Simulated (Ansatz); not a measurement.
# GdCu3 (AuCu3 type): a single-point run

Wanted: a converged single-point run for GdCu3 (AuCu3 type), and a check of what comes out. The structure is shown as the input types it.

Method: DFT PBEsol, scalar-relativistic, plane waves, PAW, in Ansatz 0.2.0.

### 1 Starting point

Symmetry: Pm-3m, No. 221, cubic system. Conventional cell: a = 4.036 Å, b = 4.036 Å, c = 4.036 Å, α = 90.00°, β = 90.00°, γ = 90.00°. Around Gd (site symmetry m-3m) lie 12 Cu at 2.85 Å. Cu (site symmetry 4/mmm) is surrounded by 4 Gd at 2.85 Å and 8 Cu at 2.85 Å.

Structure file:

```cif
data_structure
_symmetry_space_group_name_H-M 'Pm-3m'
_symmetry_Int_Tables_number 221
_cell_length_a 4.0361
_cell_length_b 4.0361
_cell_length_c 4.0361
_cell_angle_alpha 90.000
_cell_angle_beta 90.000
_cell_angle_gamma 90.000
_cell_volume 65.75
loop_
_atom_site_label
_atom_site_type_symbol
_atom_site_symmetry_multiplicity
_atom_site_Wyckoff_symbol
_atom_site_fract_x
_atom_site_fract_y
_atom_site_fract_z
_atom_site_occupancy
Gd1 Gd 1 a 0.00000 0.00000 0.00000 1
Cu1 Cu 3 c 0.00000 0.50000 0.50000 1
```

### 2 Input and run

The input, input.yaml:

```yaml
crystal:
  lattice:
    - [4.0361002085, 0.0, 0.0]
    - [0.0, 4.0361002085, 0.0]
    - [0.0, 0.0, 4.0361002085]
  atoms:
    - { symbol: Gd, position: [0.0, 0.0, 0.0], spin: 7.0 }
    - { symbol: Cu, position: [0.0, 0.5, 0.5] }
    - { symbol: Cu, position: [0.5, 0.5, 0.0] }
    - { symbol: Cu, position: [0.5, 0.0, 0.5] }
basis:
  ecutwfc: 420
  ecutrho_ratio: 4
kpoints:
  mp_grid: { grid: [8, 8, 8] }
hamiltonian:
  xc: pbesol
scf:
  occupations: { method: gaussian, width: 0.05 }
  convergence: { dr2_threshold: 1.0e-20 }
  max_iter: 100
output:
  forces: true
  stress: true
magnetization:
  spin_polarized: true
```

Run with:

```sh
$ ansatz run input.yaml --threads 4 --pin off --max-ram 4096MiB --backend cpu --events-out ev --progress --plain --runs-dir out
```

**Question.** How will this run end, and is anything wrong with its input?

This run ends as converged. Convergence says nothing about whether the input makes sense.

The suspect setting: scf.convergence.dr2_threshold is 1.0e-20. The risk: threshold needlessly tight. Once met, so tight a threshold does no harm; it costs cycles.

The test: delete scf.convergence.dr2_threshold (the default then holds).
